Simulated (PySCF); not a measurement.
**C₅H₈Si: NMR shifts at several levels of theory, part 1 of 2**

Aim: compute the NMR shifts of C₅H₈Si (`CC1=CC=C[SiH2]1`) at several levels, and see how far they spread and what each costs.

The runs use PySCF 2.14.0, with density-fitted response routines of our own; the level of theory stands in each step. All values are computed, except where a source is named. Atoms are numbered from 0 throughout.

## 1. The molecule as given

14 atoms, charge 0, multiplicity 1; geometry from: PBE0-D3(BJ)/def2-SVP.

Bonds of the start (Å): C0–C1 1.49, C1–C2 1.35, C2–C3 1.48, C3–C4 1.35, C4–Si5 1.87, Si5–C1 1.89, C0–H6 1.10, C0–H7 1.10, C0–H8 1.10, C2–H9 1.10, C3–H10 1.10, C4–H11 1.09, Si5–H12 1.50, Si5–H13 1.50.

## 2. Nuclear shieldings: PBE0/6-31G*

What the job is given:

```
{"job": {"kind": "nmr", "xc": "PBE0", "basis": "6-31G*", "pop": true}, "charge": 0, "multiplicity": 1}
C      2.470115    -0.733640     0.788867
C      0.986027    -0.597099     0.816703
C      0.119646    -1.561009     1.203736
C     -1.322291    -1.240956     1.174003
C     -1.679543    -0.004717     0.763413
Si    -0.088013     0.885766     0.355379
H      2.950451    -0.014245     1.473644
H      2.876080    -0.521206    -0.214209
H      2.793487    -1.745717     1.079747
H      0.450855    -2.553635     1.533953
H     -2.047792    -2.002858     1.482240
H     -2.720403     0.319269     0.710860
H      0.044294     1.282474    -1.081646
H      0.180487     2.095608     1.194492
```

With the program's defaults for keys left out, this is: GIAO PBE0/6-31G* NMR shielding, non-relativistic, gas phase.

On the command line:

```
OMP_NUM_THREADS=1 python probes_run.py task.json out
```

The driver reads the jobs from task.json and runs them one after another.

Log:

```text
coarse grid: 12016 points
cycle   1  E = -484.4309914387  dE =  6.283e-01  |g| = 3.982e-01  |ddm| = 3.436e+00
cycle   2  E = -484.4232254359  dE =  7.766e-03  |g| = 4.308e-01  |ddm| = 8.924e-01
cycle   3  E = -484.4757993622  dE = -5.257e-02  |g| = 4.322e-02  |ddm| = 5.129e-01
cycle   4  E = -484.4759413779  dE = -1.420e-04  |g| = 3.634e-02  |ddm| = 6.489e-02
cycle   5  E = -484.4762890329  dE = -3.477e-04  |g| = 5.576e-03  |ddm| = 3.882e-02
cycle   6  E = -484.4762979305  dE = -8.898e-06  |g| = 1.521e-03  |ddm| = 8.201e-03
final grid: 110944 points
cycle   7  E = -484.4161602111  dE = -1.784e-05  |g| = 6.628e-03  |ddm| = 1.865e-02
cycle   8  E = -484.4161562112  dE =  4.000e-06  |g| = 7.612e-03  |ddm| = 1.599e-02
cycle   9  E = -484.4161730789  dE = -1.687e-05  |g| = 9.715e-04  |ddm| = 9.314e-03
cycle  10  E = -484.4161733288  dE = -2.499e-07  |g| = 2.164e-04  |ddm| = 1.118e-03
cycle  11  E = -484.4161733404  dE = -1.163e-08  |g| = 4.850e-05  |ddm| = 2.229e-04
cycle  12  E = -484.4161733410  dE = -5.449e-10  |g| = 1.808e-05  |ddm| = 6.465e-05
converged SCF energy = -484.4161733410

GIAO shielding tensors (ppm)
atom      isotropic    diamagn.    paramagn.     s11        s22        s33       span
  0 C      173.583     248.890     -75.306    160.813    167.893    192.043     31.230
  1 C       58.043     256.656    -198.613    -34.715     35.456    173.388    208.103
  2 C       55.839     256.445    -200.606    -41.511     73.428    135.600    177.111
  3 C       49.622     255.342    -205.720    -58.182     57.420    149.628    207.809
  4 C       75.457     260.322    -184.865    -22.729     72.804    176.295    199.024
  5 Si     437.382     886.753    -449.372    358.285    450.436    503.424    145.139
  6 H       29.882      28.564       1.318     25.935     28.552     35.161      9.226
  7 H       29.881      29.706       0.175     25.776     28.778     35.089      9.313
  8 H       29.999      28.673       1.326     26.111     29.132     34.755      8.644
  9 H       25.437      29.581      -4.144     22.861     24.652     28.798      5.937
 10 H       25.078      28.158      -3.079     23.049     24.072     28.114      5.065
 11 H       26.206      29.265      -3.058     25.528     25.817     27.274      1.746
 12 H       27.183      31.317      -4.134     24.054     25.604     31.890      7.835
 13 H       27.177      30.194      -3.017     24.029     25.613     31.889      7.860
```

It took 15 s on 1 thread of Arm Neoverse N1, shared host; peak memory 0.61 GiB.

Shifts follow as δ = σ(reference) − σ, with reference shieldings (ppm) from runs at the same level and on the same kind of geometry: 1H TMS 31.96, 13C TMS 194.1, 29Si TMS 418.1. The references are single molecules in the gas phase. Atoms listed in one row are averaged.

```
     atoms                                                environment  σ (ppm)  δ (ppm)
        C3                                                  alkene CH     49.6    144.5
        C2                                                  alkene CH     55.8    138.3
        C1                            fully substituted alkene carbon     58.0    136.1
        C4                                                  alkene CH     75.5    118.7
        C0                                      allylic methyl carbon    173.6     20.6
       H10                                   hydrogen on an alkene CH    25.08     6.88
        H9                                   hydrogen on an alkene CH    25.44     6.53
       H11                                   hydrogen on an alkene CH    26.21     5.76
  H12, H13  hydrogen on a silicon bonded to 2 C, in a 5-membered ring    27.18     4.78
H6, H7, H8                       hydrogen on an allylic methyl carbon    29.92     2.04
       Si5           silicon bonded to 2 C, 2 H, in a 5-membered ring    437.4    -19.3
```

Charges from the same density, by scheme (e):

```
atoms  Mulliken    IAO  Hirshfeld  ESP fit
   C0     -0.59  -0.41      -0.09    -0.57
   C1     -0.10  -0.24      -0.08     0.08
   C2     -0.18  -0.15      -0.05    -0.18
   C3     -0.15  -0.12      -0.03    -0.10
   C4     -0.38  -0.44      -0.15    -0.40
  Si5      0.45   0.72       0.28     0.42
```

Mayer bond orders: C0–C1 0.99, C1–C2 1.83, C2–C3 1.09, C3–C4 1.85, C4–Si5 0.96, Si5–C1 0.92.

Ring of atoms C1, C2, C3, C4, Si5: NICS(0) 1.0, NICS(1) -0.6, NICS(1)zz 3.6 ppm (means of both faces).

## 3. Nuclear shieldings: PBE0/6-311+G(2d,p)

Same as in step 2 but for these lines:

```diff
@@ -1,2 +1,2 @@
-{"job": {"kind": "nmr", "xc": "PBE0", "basis": "6-31G*", "pop": true}, "charge": 0, "multiplicity": 1}
+{"job": {"kind": "nmr", "xc": "PBE0", "basis": "6-311+G(2d,p)", "pop": true}, "charge": 0, "multiplicity": 1}
 C      2.470115    -0.733640     0.788867
```

With the program's defaults for keys left out, this is: GIAO PBE0/6-311+G(2d,p) NMR shielding, non-relativistic, gas phase.

Log:

```text
coarse grid: 12016 points
cycle   1  E = -484.4588917687  dE =  6.115e-01  |g| = 4.124e-01  |ddm| = 3.523e+00
cycle   2  E = -484.4432162570  dE =  1.568e-02  |g| = 4.715e-01  |ddm| = 9.658e-01
cycle   3  E = -484.5031557239  dE = -5.994e-02  |g| = 5.038e-02  |ddm| = 6.594e-01
cycle   4  E = -484.5034082660  dE = -2.525e-04  |g| = 3.863e-02  |ddm| = 8.655e-02
cycle   5  E = -484.5037668186  dE = -3.586e-04  |g| = 9.291e-03  |ddm| = 3.585e-02
cycle   6  E = -484.5037892452  dE = -2.243e-05  |g| = 2.476e-03  |ddm| = 1.209e-02
cycle   7  E = -484.5037907350  dE = -1.490e-06  |g| = 3.106e-04  |ddm| = 2.585e-03
final grid: 110944 points
cycle   8  E = -484.4996496341  dE = -3.686e-05  |g| = 6.458e-03  |ddm| = 1.060e-01
cycle   9  E = -484.4996450665  dE =  4.568e-06  |g| = 7.558e-03  |ddm| = 1.636e-02
cycle  10  E = -484.4996606347  dE = -1.557e-05  |g| = 9.380e-04  |ddm| = 8.941e-03
cycle  11  E = -484.4996608475  dE = -2.127e-07  |g| = 3.237e-04  |ddm| = 1.292e-03
cycle  12  E = -484.4996608740  dE = -2.654e-08  |g| = 7.540e-05  |ddm| = 4.782e-04
cycle  13  E = -484.4996608754  dE = -1.362e-09  |g| = 2.206e-05  |ddm| = 1.156e-04
cycle  14  E = -484.4996608755  dE = -1.210e-10  |g| = 2.202e-06  |ddm| = 3.181e-05
converged SCF energy = -484.4996608755

GIAO shielding tensors (ppm)
atom      isotropic    diamagn.    paramagn.     s11        s22        s33       span
  0 C      166.369     250.022     -83.653    151.246    161.156    186.704     35.457
  1 C       37.018     242.221    -205.203    -67.788     11.048    167.792    235.580
  2 C       37.913     256.201    -218.288    -69.330     59.110    123.958    193.289
  3 C       30.299     257.395    -227.096    -88.844     40.064    139.677    228.520
  4 C       58.217     260.045    -201.829    -52.556     56.882    170.325    222.881
  5 Si     389.303     880.175    -490.873    316.776    394.229    456.904    140.127
  6 H       29.336      30.600      -1.264     25.431     27.825     34.752      9.321
  7 H       29.331      31.550      -2.219     25.284     28.051     34.659      9.375
  8 H       29.400      30.489      -1.089     25.643     28.425     34.133      8.490
  9 H       24.532      29.328      -4.796     21.623     24.025     27.949      6.326
 10 H       24.209      28.746      -4.537     21.789     23.270     27.567      5.777
 11 H       25.332      30.725      -5.392     24.072     25.412     26.513      2.441
 12 H       26.784      30.538      -3.755     23.829     25.090     31.432      7.603
 13 H       26.780      29.753      -2.973     23.819     25.101     31.419      7.601
```

Wall time 41 s (1 thread of Arm Neoverse N1, shared host); peak memory 0.96 GiB.

In short: δ C3 156.1, C1 149.4, C2 148.5, C4 128.2, H10 7.30, H9 6.98 ppm.

## 4. Shielding tensors: PBE0/def2-SVP

Same as in step 3 but for these lines:

```diff
@@ -1,2 +1,2 @@
-{"job": {"kind": "nmr", "xc": "PBE0", "basis": "6-311+G(2d,p)", "pop": true}, "charge": 0, "multiplicity": 1}
+{"job": {"kind": "nmr", "xc": "PBE0", "basis": "def2-SVP", "pop": true}, "charge": 0, "multiplicity": 1}
 C      2.470115    -0.733640     0.788867
```

Method: GIAO PBE0/def2-SVP NMR shielding, non-relativistic, gas phase.

Log:

```text
coarse grid: 12016 points
cycle   1  E = -484.1058522896  dE =  5.736e-01  |g| = 3.601e-01  |ddm| = 3.903e+00
cycle   2  E = -484.0990236616  dE =  6.829e-03  |g| = 3.948e-01  |ddm| = 8.576e-01
cycle   3  E = -484.1431591907  dE = -4.414e-02  |g| = 4.410e-02  |ddm| = 4.758e-01
cycle   4  E = -484.1433098915  dE = -1.507e-04  |g| = 3.712e-02  |ddm| = 7.392e-02
cycle   5  E = -484.1436780415  dE = -3.682e-04  |g| = 5.313e-03  |ddm| = 4.218e-02
cycle   6  E = -484.1436860772  dE = -8.036e-06  |g| = 1.603e-03  |ddm| = 8.855e-03
final grid: 110944 points
cycle   7  E = -484.2095509236  dE = -1.614e-05  |g| = 6.235e-03  |ddm| = 2.499e-02
cycle   8  E = -484.2095464627  dE =  4.461e-06  |g| = 7.337e-03  |ddm| = 1.574e-02
cycle   9  E = -484.2095622856  dE = -1.582e-05  |g| = 9.168e-04  |ddm| = 9.289e-03
cycle  10  E = -484.2095625127  dE = -2.271e-07  |g| = 1.804e-04  |ddm| = 1.140e-03
cycle  11  E = -484.2095625208  dE = -8.080e-09  |g| = 4.641e-05  |ddm| = 2.103e-04
cycle  12  E = -484.2095625213  dE = -5.048e-10  |g| = 1.410e-05  |ddm| = 5.894e-05
converged SCF energy = -484.2095625213

GIAO shielding tensors (ppm)
atom      isotropic    diamagn.    paramagn.     s11        s22        s33       span
  0 C      174.164     243.044     -68.879    161.445    168.659    192.390     30.945
  1 C       50.856     261.493    -210.637    -46.564     22.501    176.631    223.195
  2 C       50.891     251.757    -200.866    -49.668     67.185    135.156    184.824
  3 C       44.341     251.252    -206.911    -67.672     49.930    150.766    218.439
  4 C       69.523     258.955    -189.433    -33.694     63.161    179.101    212.794
  5 Si     446.750     885.760    -439.010    366.031    455.501    518.718    152.687
  6 H       29.316      27.338       1.978     25.243     27.821     34.883      9.640
  7 H       29.323      29.338      -0.016     25.118     28.044     34.806      9.688
  8 H       29.372      27.683       1.689     25.441     28.193     34.484      9.043
  9 H       24.775      31.492      -6.717     21.942     24.113     28.271      6.330
 10 H       24.468      29.457      -4.989     22.213     23.455     27.735      5.522
 11 H       25.352      30.582      -5.230     24.386     25.213     26.456      2.071
 12 H       26.805      30.753      -3.948     23.717     25.149     31.547      7.830
 13 H       26.800      29.868      -3.068     23.699     25.160     31.540      7.841
```

Run time: 17 s. Hardware: 1 thread of Arm Neoverse N1, shared host; peak memory 0.68 GiB.

In short: δ C3 149.4, C1 142.9, C2 142.8, C4 124.2, H10 6.87, H9 6.57 ppm.

## 5. Shielding tensors: PBE0/def2-TZVP

Same as in step 4 but for these lines:

```diff
@@ -1,2 +1,2 @@
-{"job": {"kind": "nmr", "xc": "PBE0", "basis": "def2-SVP", "pop": true}, "charge": 0, "multiplicity": 1}
+{"job": {"kind": "nmr", "xc": "PBE0", "basis": "def2-TZVP", "pop": true}, "charge": 0, "multiplicity": 1}
 C      2.470115    -0.733640     0.788867
```

Method: GIAO PBE0/def2-TZVP NMR shielding, non-relativistic, gas phase.

Log:

```text
coarse grid: 12016 points
cycle   1  E = -484.4821625168  dE =  6.086e-01  |g| = 4.193e-01  |ddm| = 2.893e+00
cycle   2  E = -484.4655704336  dE =  1.659e-02  |g| = 4.823e-01  |ddm| = 7.382e-01
cycle   3  E = -484.5282855307  dE = -6.272e-02  |g| = 4.948e-02  |ddm| = 4.863e-01
cycle   4  E = -484.5284998556  dE = -2.143e-04  |g| = 3.986e-02  |ddm| = 5.488e-02
cycle   5  E = -484.5288822937  dE = -3.824e-04  |g| = 9.093e-03  |ddm| = 3.047e-02
cycle   6  E = -484.5289040584  dE = -2.176e-05  |g| = 2.337e-03  |ddm| = 8.620e-03
cycle   7  E = -484.5289053731  dE = -1.315e-06  |g| = 3.095e-04  |ddm| = 1.519e-03
final grid: 110944 points
cycle   8  E = -484.5162501134  dE = -4.196e-05  |g| = 6.766e-03  |ddm| = 5.885e-02
cycle   9  E = -484.5162454111  dE =  4.702e-06  |g| = 7.772e-03  |ddm| = 1.208e-02
cycle  10  E = -484.5162617154  dE = -1.630e-05  |g| = 9.387e-04  |ddm| = 6.888e-03
cycle  11  E = -484.5162619166  dE = -2.012e-07  |g| = 3.998e-04  |ddm| = 9.953e-04
cycle  12  E = -484.5162619574  dE = -4.076e-08  |g| = 8.017e-05  |ddm| = 3.209e-04
cycle  13  E = -484.5162619589  dE = -1.537e-09  |g| = 2.373e-05  |ddm| = 7.794e-05
cycle  14  E = -484.5162619590  dE = -1.401e-10  |g| = 2.598e-06  |ddm| = 2.071e-05
converged SCF energy = -484.5162619590

GIAO shielding tensors (ppm)
atom      isotropic    diamagn.    paramagn.     s11        s22        s33       span
  0 C      165.746     244.389     -78.644    150.842    160.202    186.192     35.350
  1 C       35.177     249.724    -214.548    -70.554      8.956    167.128    237.683
  2 C       36.269     257.494    -221.225    -72.501     57.205    124.102    196.603
  3 C       28.550     254.440    -225.890    -92.578     38.164    140.064    232.643
  4 C       57.263     254.131    -196.868    -54.539     56.035    170.291    224.829
  5 Si     377.036     878.201    -501.165    305.973    380.495    444.639    138.666
  6 H       29.301      28.298       1.003     25.465     27.785     34.652      9.187
  7 H       29.292      29.184       0.108     25.316     28.000     34.561      9.245
  8 H       29.329      28.415       0.914     25.601     28.372     34.014      8.413
  9 H       24.513      30.819      -6.306     21.513     24.072     27.955      6.442
 10 H       24.192      29.171      -4.979     21.709     23.295     27.571      5.862
 11 H       25.253      29.756      -4.503     23.892     25.415     26.454      2.562
 12 H       26.746      30.783      -4.037     23.935     25.031     31.271      7.336
 13 H       26.740      29.788      -3.048     23.919     25.040     31.261      7.342
```

It took 50 s on 1 thread of Arm Neoverse N1, shared host; peak memory 1 GiB.

This run: δ C3 158.1, C1 151.5, C2 150.4, C4 129.4, H10 7.29, H9 6.97 ppm.

## 6. Nuclear shieldings: PBE0/cc-pVDZ

Same as in step 5 but for these lines:

```diff
@@ -1,2 +1,2 @@
-{"job": {"kind": "nmr", "xc": "PBE0", "basis": "def2-TZVP", "pop": true}, "charge": 0, "multiplicity": 1}
+{"job": {"kind": "nmr", "xc": "PBE0", "basis": "cc-pVDZ", "pop": true}, "charge": 0, "multiplicity": 1}
 C      2.470115    -0.733640     0.788867
```

With the program's defaults for keys left out, this is: GIAO PBE0/cc-pVDZ NMR shielding, non-relativistic, gas phase.

Log:

```text
coarse grid: 12016 points
cycle   1  E = -484.3944949052  dE =  6.628e-01  |g| = 3.714e-01  |ddm| = 7.009e+00
cycle   2  E = -484.3854152845  dE =  9.080e-03  |g| = 4.141e-01  |ddm| = 1.527e+00
cycle   3  E = -484.4342167631  dE = -4.880e-02  |g| = 4.300e-02  |ddm| = 7.729e-01
cycle   4  E = -484.4343806781  dE = -1.639e-04  |g| = 3.537e-02  |ddm| = 1.028e-01
cycle   5  E = -484.4347071318  dE = -3.265e-04  |g| = 6.250e-03  |ddm| = 5.572e-02
cycle   6  E = -484.4347184423  dE = -1.131e-05  |g| = 1.581e-03  |ddm| = 1.228e-02
cycle   7  E = -484.4347190731  dE = -6.308e-07  |g| = 2.654e-04  |ddm| = 2.865e-03
final grid: 110944 points
cycle   8  E = -484.4470902979  dE = -1.590e-05  |g| = 6.888e-03  |ddm| = 5.350e-02
cycle   9  E = -484.4470856987  dE =  4.599e-06  |g| = 7.957e-03  |ddm| = 2.782e-02
cycle  10  E = -484.4471040216  dE = -1.832e-05  |g| = 9.421e-04  |ddm| = 1.515e-02
cycle  11  E = -484.4471042608  dE = -2.393e-07  |g| = 2.168e-04  |ddm| = 1.656e-03
cycle  12  E = -484.4471042733  dE = -1.247e-08  |g| = 5.420e-05  |ddm| = 3.816e-04
cycle  13  E = -484.4471042740  dE = -7.399e-10  |g| = 1.546e-05  |ddm| = 1.115e-04
converged SCF energy = -484.4471042740

GIAO shielding tensors (ppm)
atom      isotropic    diamagn.    paramagn.     s11        s22        s33       span
  0 C      175.734     245.964     -70.230    162.699    169.438    195.064     32.365
  1 C       52.276     255.419    -203.143    -44.273     26.266    174.835    219.108
  2 C       53.168     253.749    -200.581    -47.067     71.073    135.498    182.565
  3 C       46.685     252.020    -205.335    -64.642     53.765    150.931    215.574
  4 C       72.145     256.808    -184.663    -31.635     68.934    179.138    210.773
  5 Si     458.201     887.926    -429.724    381.579    468.703    524.322    142.742
  6 H       29.159      27.606       1.553     25.148     27.695     34.635      9.487
  7 H       29.160      29.829      -0.668     25.003     27.922     34.556      9.552
  8 H       29.270      27.712       1.558     25.445     28.211     34.153      8.708
  9 H       24.583      31.026      -6.443     21.659     23.995     28.096      6.436
 10 H       24.261      29.208      -4.947     21.934     23.195     27.654      5.720
 11 H       25.256      30.131      -4.875     24.059     25.224     26.485      2.426
 12 H       26.804      31.325      -4.521     23.687     24.919     31.807      8.120
 13 H       26.798      30.179      -3.381     23.672     24.927     31.794      8.121
```

It took 19 s on 1 thread of Arm Neoverse N1, shared host; peak memory 0.72 GiB.

This run: δ C3 150.1, C1 144.5, C2 143.6, C4 124.6, H10 7.03, H9 6.71 ppm.

## 7. Nuclear shieldings: PBE0/cc-pVTZ

Same as in step 6 but for these lines:

```diff
@@ -1,2 +1,2 @@
-{"job": {"kind": "nmr", "xc": "PBE0", "basis": "cc-pVDZ", "pop": true}, "charge": 0, "multiplicity": 1}
+{"job": {"kind": "nmr", "xc": "PBE0", "basis": "cc-pVTZ", "pop": true}, "charge": 0, "multiplicity": 1}
 C      2.470115    -0.733640     0.788867
```

Level: GIAO PBE0/cc-pVTZ NMR shielding, non-relativistic, gas phase.

Log:

```text
coarse grid: 12016 points
cycle   1  E = -484.4708254138  dE =  6.135e-01  |g| = 4.174e-01  |ddm| = 7.451e+00
cycle   2  E = -484.4551276169  dE =  1.570e-02  |g| = 4.789e-01  |ddm| = 1.485e+00
cycle   3  E = -484.5169780938  dE = -6.185e-02  |g| = 4.842e-02  |ddm| = 8.377e-01
cycle   4  E = -484.5171805426  dE = -2.024e-04  |g| = 3.937e-02  |ddm| = 1.064e-01
cycle   5  E = -484.5175550629  dE = -3.745e-04  |g| = 8.679e-03  |ddm| = 5.871e-02
cycle   6  E = -484.5175749621  dE = -1.990e-05  |g| = 2.328e-03  |ddm| = 1.523e-02
cycle   7  E = -484.5175762592  dE = -1.297e-06  |g| = 3.121e-04  |ddm| = 3.750e-03
final grid: 110944 points
cycle   8  E = -484.5142287619  dE = -5.535e-05  |g| = 6.994e-03  |ddm| = 1.145e-01
cycle   9  E = -484.5142237117  dE =  5.050e-06  |g| = 8.048e-03  |ddm| = 2.662e-02
cycle  10  E = -484.5142411078  dE = -1.740e-05  |g| = 1.058e-03  |ddm| = 1.423e-02
cycle  11  E = -484.5142413741  dE = -2.662e-07  |g| = 3.982e-04  |ddm| = 1.970e-03
cycle  12  E = -484.5142414145  dE = -4.049e-08  |g| = 8.212e-05  |ddm| = 6.228e-04
cycle  13  E = -484.5142414162  dE = -1.626e-09  |g| = 2.527e-05  |ddm| = 1.507e-04
cycle  14  E = -484.5142414163  dE = -1.550e-10  |g| = 2.955e-06  |ddm| = 4.488e-05
converged SCF energy = -484.5142414163

GIAO shielding tensors (ppm)
atom      isotropic    diamagn.    paramagn.     s11        s22        s33       span
  0 C      166.378     242.962     -76.584    151.610    160.488    187.036     35.426
  1 C       37.489     248.766    -211.277    -67.506     11.786    168.187    235.693
  2 C       37.856     255.150    -217.295    -69.489     58.779    124.278    193.767
  3 C       30.418     253.880    -223.462    -88.845     39.798    140.301    229.147
  4 C       58.638     250.686    -192.048    -52.377     57.486    170.806    223.182
  5 Si     398.430     891.313    -492.883    331.121    402.257    461.912    130.791
  6 H       29.106      28.433       0.673     25.181     27.545     34.592      9.410
  7 H       29.098      29.254      -0.155     25.030     27.760     34.505      9.476
  8 H       29.126      28.606       0.520     25.339     28.072     33.968      8.629
  9 H       24.352      30.736      -6.384     21.381     23.844     27.832      6.452
 10 H       24.031      29.713      -5.683     21.577     23.017     27.498      5.921
 11 H       25.078      29.925      -4.847     23.810     25.134     26.291      2.480
 12 H       26.751      30.511      -3.760     23.873     24.976     31.403      7.530
 13 H       26.745      29.406      -2.662     23.859     24.984     31.391      7.532
```

It took 68 s on 1 thread of Arm Neoverse N1, shared host; peak memory 1.1 GiB.

In short: δ C3 156.9, C1 149.8, C2 149.4, C4 128.7, H10 7.26, H9 6.94 ppm.

(Continued in part 2 of 2.)
